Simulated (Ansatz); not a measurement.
# Mo2Ru3: the cost of one run

Computed with Ansatz 0.2.0 (DFT PBE, scalar-relativistic, plane waves, PAW, unless a step's input says otherwise).

1 further run of the same task is left out (it didn't finish).

### 1 The system as given

The structure is trigonal, space group R-3m (No. 166). The conventional cell has a = 4.416 Å, b = 4.416 Å, c = 13.520 Å, α = 90.00°, β = 90.00°, γ = 120.00°. Around Mo (site symmetry 3m) lie 3 Mo at 2.70 Å and 5 Ru at 2.70 Å. Around Ru (site symmetry 3m) lie 4 Mo at 2.70 Å and 4 Ru at 2.70 Å. Ru (site symmetry -3m) is surrounded by 6 Ru at 2.70 Å and 2 Mo at 2.70 Å.

As a file:

```
Mo Ru
1.0
     2.20776    1.27465    4.50657
    -2.20776    1.27465    4.50657
     0.00000   -2.54930    4.50657
Mo Ru
2 3
Direct
  0.80000 0.80000 0.80000
  0.20000 0.20000 0.20000
  0.40000 0.40000 0.40000
  0.00000 0.00000 0.00000
  0.60000 0.60000 0.60000
```

The start is an ordering of an alloy on its end members' structure types: elements ordered on the sites of the Au type, Ru/Mo on Au (R-3m, No. 166).

### 2 The guess as it stands, on a coarse mesh

Contents of input.yaml:

```yaml
crystal:
  lattice:
    - [2.20775781, 1.27464957, 4.50656676]
    - [-2.20775781, 1.27464957, 4.50656676]
    - [0.0, -2.54929913, 4.50656676]
  atoms:
    - { symbol: Mo, position: [0.8, 0.8, 0.8] }
    - { symbol: Mo, position: [0.2, 0.2, 0.2] }
    - { symbol: Ru, position: [0.4, 0.4, 0.4] }
    - { symbol: Ru, position: [0.0, 0.0, 0.0] }
    - { symbol: Ru, position: [0.6, 0.6, 0.6] }
basis:
  ecutwfc: 420
kpoints:
  mp_grid: { grid: [6, 6, 6] }
hamiltonian:
  xc: pbe
scf:
  occupations: { method: gaussian, width: 0.1 }
  lower_state_search: "off"
output:
  forces: true
  stress: true
  eigenvalues: true
```

On the command line:

```sh
ansatz run input.yaml --threads 1 --pin off --max-ram 2560MiB --backend cpu --events-out ev --progress --plain --runs-dir out
```

**Question.** How long does this run take on 1 thread of Intel Xeon at 2.70GHz, shared host, and how much memory does it need?

About 10 s, with a peak of 0.42 GiB.
